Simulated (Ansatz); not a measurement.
# Ni (Nickel): the cost of one run

Computed with the Python package of Ansatz 0.2.0. The levels of theory stand in the script.

**1. Starting point**

The structure is cubic, space group Fm-3m (No. 225). The conventional cell has a = 3.524 Å, b = 3.524 Å, c = 3.524 Å, α = 90.00°, β = 90.00°, γ = 90.00°. Around Ni (site symmetry m-3m) lie 12 Ni at 2.49 Å.

ni.xyz, read by the script:

```xyz
1
Lattice="0.0 1.761935 1.761935 1.761935 0.0 1.761935 1.761935 1.761935 0.0" Properties=species:S:1:pos:R:3:initial_magmoms:R:1 pbc="T T T"
Ni    0.00000000    0.00000000    0.00000000  1.50
```

**2. Script**

The input, lattice_ni.py:

```python
"""Relaxed cell of Ni under several functionals."""

import ansatz as az
import numpy as np

def edges_and_angles(cell):
    cell = np.asarray(cell)
    a, b, c = np.linalg.norm(cell, axis=1)
    cosines = cell[1] @ cell[2] / (b * c), cell[0] @ cell[2] / (a * c), cell[0] @ cell[1] / (a * b)
    return (a, b, c, *np.degrees(np.arccos(cosines)))


def main() -> None:
    ni = az.Crystal.from_extxyz("ni.xyz")

    calculation = (
        ni.calculation()
        .basis(420)
        .kpoints(15, 15, 15, center="gamma")
        .occupations("fermi_dirac", width=0.05)
        .spin("collinear")
        .relax(cell=True, force_tolerance=0.05)
    )

    levels = [("pbesol", "none"), ("pbe", "none"), ("r2scan", "none")]
    print("level            a       b       c    alpha   beta  gamma  V/atom  steps")
    for name, dispersion in levels:
        seen = []
        run = calculation.functional(name, dispersion=dispersion).session().plan()
        done = run.execute(on_event=lambda e: seen.append(e) if e["event"] == "relax_step" else None)
        cell = done.lattice.cell_ang
        label = name if dispersion == "none" else f"{name}+{dispersion}"
        print("{:13s} {:7.4f} {:7.4f} {:7.4f} {:6.2f} {:6.2f} {:6.2f}".format(label, *edges_and_angles(cell)), f"{abs(np.linalg.det(cell)) / len(done.lattice.sites):7.3f} {len(seen):5d}")


if __name__ == "__main__":
    main()
```

**3. What the engine is handed**

The engine receives this input (first run):

```yaml
crystal:
  lattice:
    - [0.0, 1.761935, 1.761935]
    - [1.761935, 0.0, 1.761935]
    - [1.761935, 1.761935, 0.0]
  atoms:
    - { symbol: Ni, position: [0.0, 0.0, 0.0], spin: 1.5 }
basis:
  ecutwfc: 420.0
kpoints:
  mp_grid:
    grid: [15, 15, 15]
    shift: [0.0, 0.0, 0.0]
hamiltonian:
  xc: pbesol
  dispersion: none
magnetization:
  spin_polarized: true
scf:
  occupations:
    method: fermi_dirac
    width: 0.05
relax:
  f_tol: 0.05
  cell: {}
```

**4. The run**

Launch:

```sh
$ python lattice_ni.py
```

What time and memory should one allow on 1 thread of Arm Neoverse V2, shared host?

About 64 s, with a peak of 0.41 GiB.
